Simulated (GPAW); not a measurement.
# SnO (P4/nmm) in GPAW: band structure with PBE

Aim: the band structure of SnO with PBE.

Everything below comes from runs of GPAW 26.7.0. Logs are shortened: lines on timing, memory, paths and dates and some standing lists are left out, and cuts for length are marked. The log counts tension as positive stress, the text compression.

**1. The crystal as given**

It takes space group P4/nmm (No. 129, tetragonal). Conventional cell: a = 3.799 Å, b = 3.799 Å, c = 4.841 Å, α = 90.00°, β = 90.00°, γ = 90.00°. Sn (site symmetry 4mm) has 4 O at 2.22 Å as nearest neighbours. O (site symmetry -4m2) is surrounded by 4 Sn at 2.22 Å.

**2. Band structure, PBE**

Input file run.py:

```python
from ase import Atoms
from ase.dft.bandgap import bandgap
from ase.io import write
from ase.units import GPa
from gpaw import GPAW, PW

atoms = Atoms(['Sn', 'Sn', 'O', 'O'],
              cell=[[3.7986, 0.0, 0.0],
                    [0.0, 3.7986, 0.0],
                    [0.0, 0.0, 4.8408]],
              scaled_positions=[[0.5, 0.0, 0.2369],
                                [0.0, 0.5, 0.7631],
                                [0.0, 0.0, 0.0],
                                [0.5, 0.5, 0.0]],
              pbc=True)

calc = GPAW(mode=PW(600),
            xc='PBE',
            kpts={'size': (8, 8, 6), 'gamma': True},
            occupations={'name': 'fermi-dirac', 'width': 0.05},
            nbands=33,
            convergence={'density': 1e-05, 'energy': 1e-05},
            maxiter=150,
            txt='gpaw.txt')
atoms.calc = calc
energy = atoms.get_potential_energy()
forces = atoms.get_forces()
stress = atoms.get_stress()
calc.write('gs.gpw')
write('result.traj', atoms)
print(f'Energy: {energy:.6f} eV')
print('Forces (eV/A):')
print(forces.round(4))
print('Stress (GPa):', (stress / GPa).round(3))
print('Fermi level:', round(calc.get_fermi_level(), 4), 'eV')
print(f'Gap: {bandgap(calc)[0]:.4f} eV, direct: {bandgap(calc, direct=True)[0]:.4f} eV')

path = atoms.cell.bandpath('GXMGZRAZ,XR,MA', npoints=60, eps=1e-4)
bs_calc = calc.fixed_density(kpts=path, symmetry='off', nbands=49,
                             convergence={'bands': 'CBM+6.0', 'eigenstates': 1e-6}, txt='bands.txt')
bs = bs_calc.band_structure()
bs.write('bs.json')
print(f'Gap on the path: {bandgap(bs_calc)[0]:.4f} eV')
```

Potentials or basis: GPAW PAW data sets (gpaw-data 1.2.1), pw.

The run is started by

```console
> OMP_NUM_THREADS=1 python run.py
```

gpaw.txt:

```text
__  _  _
 | _ |_)|_||  |
 |__||  | ||/\| - 26.7.0

Input parameters:
  mode=PW(ecut=600.0),
  convergence={'density': 1e-05, 'energy': 1e-05},
  kpts=MonkhorstPack(size=(8, 8, 6), gamma=True),
  maxiter=150,
  nbands=33,
  occupations=Occupations(name='fermi-dirac', width=0.05),
  xc=XC(name='PBE')

Diagonalizing LCAO Hamiltonian
Converting LCAO to pw mode
   .--------.
  /|        |
 *Sn        |
 | |        |
 | |        |
 | |        |
 | .--------.
 |/  Sn    /
 O--------*

Atoms  # Å, Bohr magnetons
|   | symbol |        x |        y |        z |    initial magnetic moments |
|---|--------|----------|----------|----------|-----------------------------|
| 0 |     Sn | 1.899300 | 0.000000 | 1.146786 | ( 0.0000,  0.0000,  0.0000) |
| 1 |     Sn | 0.000000 | 1.899300 | 3.694014 | ( 0.0000,  0.0000,  0.0000) |
| 2 |      O | 0.000000 | 0.000000 | 0.000000 | ( 0.0000,  0.0000,  0.0000) |
| 3 |      O | 1.899300 | 1.899300 | 0.000000 | ( 0.0000,  0.0000,  0.0000) |

Unit cell  # Å
| periodic |        x |        y |        z |  lengths |    angles |
|----------|----------|----------|----------|----------|-----------|
|      yes | 3.798600 | 0.000000 | 0.000000 | 3.798600 | 90.000000 |
|      yes | 0.000000 | 3.798600 | 0.000000 | 3.798600 | 90.000000 |
|      yes | 0.000000 | 0.000000 | 4.840800 | 4.840800 | 90.000000 |

Number of symmetries: 8
Symmetry operations  # r_c * U_cc + t_c -> r_c
|   | kind |            matrix            |
|---|------|------------------------------|
| 0 |  E   |  1, 0, 0,  0, 1, 0,  0, 0, 1 |
| 1 |  σ   |  1, 0, 0,  0,-1, 0,  0, 0, 1 |
| 2 |  C2  |  0, 1, 0,  1, 0, 0,  0, 0,-1 |
| 3 |  S4  |  0, 1, 0, -1, 0, 0,  0, 0,-1 |
| 4 |  S4  |  0,-1, 0,  1, 0, 0,  0, 0,-1 |
| 5 |  C2  |  0,-1, 0, -1, 0, 0,  0, 0,-1 |
| 6 |  σ   | -1, 0, 0,  0, 1, 0,  0, 0, 1 |
| 7 |  C2  | -1, 0, 0,  0,-1, 0,  0, 0, 1 |

BZ-sampling:
  Number of BZ points: 384
  Number of IBZ points: 60

  Monkhorst-Pack size: [8, 8, 6]
  Monkhorst-Pack shift: [0.0625, 0.0625, 0.08333333333333333]

K-points  # in reciprocal-cell coordinates
|     |                                coordinates |     weight |
|-----|--------------------------------------------|------------|
|   0 | (  0.00000000,   0.00000000,   0.00000000) | 0.00260417 |
|   1 | (  0.00000000,   0.00000000,   0.16666667) | 0.00520833 |
|   2 | (  0.00000000,   0.00000000,   0.33333333) | 0.00520833 |
|   3 | (  0.00000000,   0.00000000,   0.50000000) | 0.00260417 |
|   4 | (  0.12500000,   0.00000000,   0.00000000) | 0.01041667 |
|   5 | (  0.12500000,   0.00000000,   0.16666667) | 0.02083333 |
|   6 | (  0.12500000,   0.00000000,   0.33333333) | 0.02083333 |
|   7 | (  0.12500000,   0.00000000,   0.50000000) | 0.01041667 |
|   8 | (  0.12500000,   0.12500000,   0.00000000) | 0.01041667 |
|   9 | (  0.12500000,   0.12500000,   0.16666667) | 0.02083333 |
| ... |                                            |            |
|  59 | (  0.50000000,   0.50000000,   0.50000000) | 0.00260417 |

Plane wave coefficients: 2354
Cutoff: 600.0 eV

Spin-components: 1 (collinear spins)
Bands:           33
Projectors:      22
Spin-degeneracy: 2
Datatype:        complex128

Parallelization:
  kpt:    1
  domain: 1
  band:   1

Density:
  Valence electrons: 40.0
  Components: 1
  Grid points: [24 24 28]
  Charge: 0.0  # |e|

Potential:
  Grid points: [24 24 28]

species:
  Sn:
    name:    Tin
    Z:       50.0
    valence: 14
    core:    36
    charge:  0.0  # [|e|]
    compensation charges:
      type: gauss
      rc: 0.38  # [Å]
      lmax: 2
    cutoffs:
      filter: 2.23  # [Å]
      core: 2.35  # [Å]
    projectors
    | kind |    occ | energy [eV] | rcut [Å] |
    |------|--------|-------------|----------|
    |   5s |  2.000 |     -10.538 |    1.201 |
    |   5p |  2.000 |      -3.696 |    1.270 |
    |   4d | 10.000 |     -25.845 |    1.185 |
    |    s |        |      16.674 |    1.201 |
    |    p |        |      23.515 |    1.270 |
    |    d |        |       1.367 |    1.185 |

    Using partial waves for Sn as LCAO basis

  O:
    name:    Oxygen
    Z:       8.0
    valence: 6
    core:    2
    charge:  0.0  # [|e|]
    compensation charges:
      type: gauss
      rc: 0.21  # [Å]
      lmax: 2
    cutoffs:
      filter: 1.17  # [Å]
      core: 0.83  # [Å]
    projectors
    | kind |    occ | energy [eV] | rcut [Å] |
    |------|--------|-------------|----------|
    |   2s |  2.000 |     -23.961 |    0.688 |
    |   2p |  4.000 |      -9.029 |    0.598 |
    |    s |        |       3.251 |    0.688 |
    |    p |        |      18.182 |    0.598 |
    |    d |        |       0.000 |    0.619 |

    Using partial waves for O as LCAO basis

Reference energy: -340103.091216  # eV

eigensolver:
  PPCG
  Converge bands: occupied
  niter=2

density mixing:
  MSR1-Mixer
  Pratt-step length: 0.05
  Maximum mixing coefficient: 0.75
  Old densities: 10
  SVD Regularization: 0.005
  Good broyden scale: 1.0
  Trust region scale: 1.0
  Backstep threshold: 4.0
  History deletion threshold: 6.0
  Fourier metric: weight=20.0, sigma=0.015

occupation numbers:
  Fermi-Dirac:
    width: 0.0500  # eV

poisson solver:
  ecut: 4800.0  # eV

xc functional:
  name: PBE with 2 nearest neighbor stencil

convergence criteria:
[... 6 lines left out ...]
|iter     | |      energy | eigst |  dens |
|---------|-|-------------|-------|-------|
|iter:   1| |  -26.656615 | +0.03 |       |
|iter:   2| |  -25.636995 | -1.59 | -1.01 |
|iter:   3| |  -23.446230 | -0.99 | -1.07 |
|iter:   4| |  -23.424844 | -2.92 | -1.56 |
|iter:   5| |  -23.425118 | -3.03 | -1.80 |
|iter:   6| |  -23.425725 | -4.24 | -2.58 |
|iter:   7| |  -23.425805 | -5.10 | -3.17 |
|iter:   8| |  -23.425787c| -5.56 | -3.42 |
|iter:   9| |  -23.425791c| -6.85 | -3.88 |
|iter:  10| |  -23.425790c| -8.26c| -4.71 |
|iter:  11| |  -23.425791c| -8.21c| -5.14c|

Converged in 11 steps
Energy contributions relative to reference atoms: (reference = -340103.091216)

Energy contributions:
  Kinetic:          37.721763
  Coulomb:         -35.593764
  Zero:              0.065577
  External:          0.000000
  Xc:              -25.618740
  Entropy:          -0.001252
  Spinorbit:         0.000000
  ----------------------------
  Free energy:     -23.426417
  Extrapolated:    -23.425791

dipole moment: (-23.445164, -23.445164, -27.215756)  # |e|*Ang

Fermi level: 6.980
Eigenvalues  # (at kpt = [0.000, 0.000, 0.000])
| band index |      eig [eV] | occ [0-2] |
|------------|---------------|-----------|
|          0 |       -15.185 |     2.000 |
|        ... |               |           |
|         12 |        -0.844 |     2.000 |
|         13 |         0.199 |     2.000 |
|         14 |         0.497 |     2.000 |
|         15 |         0.497 |     2.000 |
|         16 |         3.319 |     2.000 |
|         17 |         3.610 |     2.000 |
[... 8 lines left out ...]
|         26 |        13.653 |     0.000 |
|         27 |        14.064 |     0.000 |
|        ... |               |           |
|         32 |        22.580 |     0.000 |

No gap
No difference between direct/indirect transitions

Forces  # eV/Ang
|       x |       y |        z |
|---------|---------|----------|
| 0.00000 | 0.00000 |  0.45426 |  # Sn   0
| 0.00000 | 0.00000 | -0.45426 |  # Sn   1
| 0.00000 | 0.00000 |  0.00000 |  # O    2
| 0.00000 | 0.00000 |  0.00000 |  # O    3

Stress tensor  # eV/Ang^3
|         x |         y |         z |
|-----------|-----------|-----------|
| -0.010489 |  0.000000 |  0.000000 |
|  0.000000 | -0.010489 |  0.000000 |
|  0.000000 |  0.000000 | -0.005681 |

# Writing to gs.gpw (mode='')
```

Run time: 2.1 min. Hardware: 1 thread of Intel Xeon Platinum 8375C at 2.90GHz (Ice Lake), shared host; peak memory 0.43 GiB.

Results:

```yaml
Free_energy: -23.4264 eV
Pressure: 1.4 GPa
Largest_force: 0.454 eV/Å
Band_gap_along_the_path: none (metal or under the smearing width)
```

Forces on the atoms (eV/Å):
```
Sn   0.000  0.000  0.454
Sn   0.000  0.000 -0.454
O    0.000  0.000  0.000
O    0.000  0.000  0.000
```

Levels at the corners of the path, in eV from the Fermi level:
| point | band 18 | band 19 | band 20 | band 21 | band 22 | band 23 |
| --- | --- | --- | --- | --- | --- | --- |
| Γ | -3.37 | -3.37 | -0.07 | 2.00 | 4.23 | 4.61 |
| X | -5.05 | -2.83 | -2.83 | 3.10 | 3.10 | 5.84 |
| M | -2.70 | -1.98 | -1.98 | -0.01 | -0.01 | 4.38 |
| Γ | -3.37 | -3.37 | -0.07 | 2.00 | 4.23 | 4.61 |
| Z | -3.38 | -3.19 | -2.37 | 1.58 | 2.88 | 2.88 |
| R | -5.01 | -1.87 | -1.87 | 2.48 | 2.48 | 5.35 |
| A | -2.77 | -2.70 | -2.70 | 2.24 | 2.24 | 3.94 |
| Z | -3.38 | -3.19 | -2.37 | 1.58 | 2.88 | 2.88 |
| X | -5.05 | -2.83 | -2.83 | 3.10 | 3.10 | 5.84 |
| R | -5.01 | -1.87 | -1.87 | 2.48 | 2.48 | 5.35 |
| M | -2.70 | -1.98 | -1.98 | -0.01 | -0.01 | 4.38 |
| A | -2.77 | -2.70 | -2.70 | 2.24 | 2.24 | 3.94 |

Caveat: the cutoff is short for stress and forces, so pressures can be off by a GPa or more; spin-orbit coupling is left out, which moves the levels of the heavy elements.
